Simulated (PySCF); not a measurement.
# InCl: bond curves at several levels of theory

The task here is to estimate one member of a computed series from the others.

Computed with PySCF 2.14.0. Level: In cc-pVDZ-PP with ECP28, Cl cc-pV(D+d)Z, scalar-relativistic core potentials.

Set-up of the first run:

A driver script around PySCF takes these settings:

```yaml
atoms: In, Cl
charge: 0
basis: In cc-pVDZ-PP with ECP28, Cl cc-pV(D+d)Z
Hamiltonian: scalar-relativistic core potentials
basis_functions: 46
electrons_treated: 38
masses_in_u: 114.9039, 34.9689
levels: PBE0, PBE, r²SCAN, TPSSh, BLYP, r²SCANh, CAM-B3LYP, HF, MP2, SCS-MP2, CCSD, CCSD(T)
grid: 80 radial by 434 angular points
occupations: held fixed by the projection of orbital angular momentum
dissociation_limit: In + Cl, each in its ground configuration
starting_distance_in_angstrom: 2.360
values_of_2S_to_try: 0, 2
```

On the command line:

```bash
> OMP_NUM_THREADS=1 python dia.py task.json out
```

Steps of the session up to this table: Input; First curve: PBE0; Higher solutions at PBE0; PBE (GGA); r²SCAN (meta-GGA); TPSSh (hybrid meta-GGA); BLYP (GGA); r²SCANh; CAM-B3LYP (range-separated hybrid); RHF (mean field); Correlated methods on the Hartree–Fock reference.

One table of the session follows, with a row left open; its other results are not shown here.

Energy (eV) from each level's lowest point:

| R (Å) | RHF | RHF-MP2 | RHF-SCS-MP2 | RHF-CCSD | RHF-CCSD(T) |
| --- | --- | --- | --- | --- | --- |
| 2.103 | 0.977 | 0.898 | 0.930 | n/a | n/a |
| 2.200 | 0.442 | 0.387 | 0.409 | 0.408 | 0.408 |
| 2.298 | 0.147 | 0.114 | 0.127 | 0.126 | 0.127 |
| 2.372 | 0.038 | 0.022 | 0.028 | 0.028 | 0.028 |
| 2.445 | 0.000 | 0.000 | 0.000 | 0.000 | 0.000 |
| 2.518 | 0.015 | 0.031 | 0.025 | 0.026 | 0.026 |
| 2.616 | ? | ? | ? | ? | ? |
| 2.738 | 0.256 | 0.324 | 0.301 | 0.301 | 0.302 |
| 2.885 | 0.503 | 0.604 | 0.573 | 0.572 | 0.574 |
| 3.081 | 0.868 | 1.012 | 0.969 | n/a | n/a |

Q: Estimate the row for R (Å) = 2.616 from the others.

Worked estimate for «RHF». A straight line through the neighbours (2.518, 0.015) and (2.738, 0.256) gives 0.015 + (0.256 − 0.015) × (2.616 − 2.518) / (2.738 − 2.518) = 0.122; a parabola fitted to 4 rows on both sides gives 0.102.

As computed: RHF: 0.094; RHF-MP2: 0.133; RHF-SCS-MP2: 0.120; RHF-CCSD: 0.120; RHF-CCSD(T): 0.120. In «RHF» the line misses by +0.028 and the parabola by +0.008.

Caveats from the session: Lowest PBE0 solution found, without spin–orbit coupling: ¹Σ⁺ (singlet), closed shell. Warnings in the runs' records: inverted.
